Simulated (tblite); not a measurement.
# C4H5BO3Se: the cost of one run

Programs: tblite 0.8.0 and PySCF 2.14.0, with density-fitted response routines of our own. Each step states its level of theory. These are calculated values for one molecule in the gas phase, unless marked as measured. Atoms count from 0, in the outputs and in this text.

## (1) The molecule as given

14 atoms, charge 0, multiplicity 1; geometry from: force field or distance geometry start.

Bonds of the start (Å): O0–B1 1.45, B1–O2 1.46, B1–C3 1.61, C3–C4 1.37, C4–Se5 2.01, Se5–C6 1.83, C6–O7 1.42, C6–C8 1.35, C8–C3 1.34, O0–H9 0.98, O2–H10 0.98, C4–H11 1.10, O7–H12 1.01, C8–H13 1.13.

## (2) Optimising the geometry with GFN2-xTB

What the job is given:

```
{"job": {"kind": "relax", "xc": "GFN2-xTB", "basis": "xTB"}, "charge": 0, "multiplicity": 1}
O     -2.657400     0.253700    -0.896700
B     -1.731200     0.371300     0.208200
O     -1.870000     1.558600     1.047900
C     -0.313300    -0.392800     0.139600
C     -0.313800    -1.759600     0.043000
Se     1.658100    -2.152000    -0.008400
C      2.029900    -0.366000     0.136600
O      3.314400     0.243400     0.189400
C      0.844600     0.270200     0.200100
H     -2.428900    -0.448700    -1.546200
H     -1.589100     2.391100     0.604800
H     -1.194700    -2.414800    -0.013000
H      3.403800     1.043700    -0.417200
H      0.846900     1.401300     0.289800
```

On the command line:

```sh
OMP_NUM_THREADS=1 python probes_run.py task.json out
```

One launch serves the whole session: the jobs run in the order shown.

**Question.** How long does this first job take on 1 thread of Arm Neoverse N1, shared host, and how much memory does it need?

About 1.2 s, with a peak of 0.18 GiB.
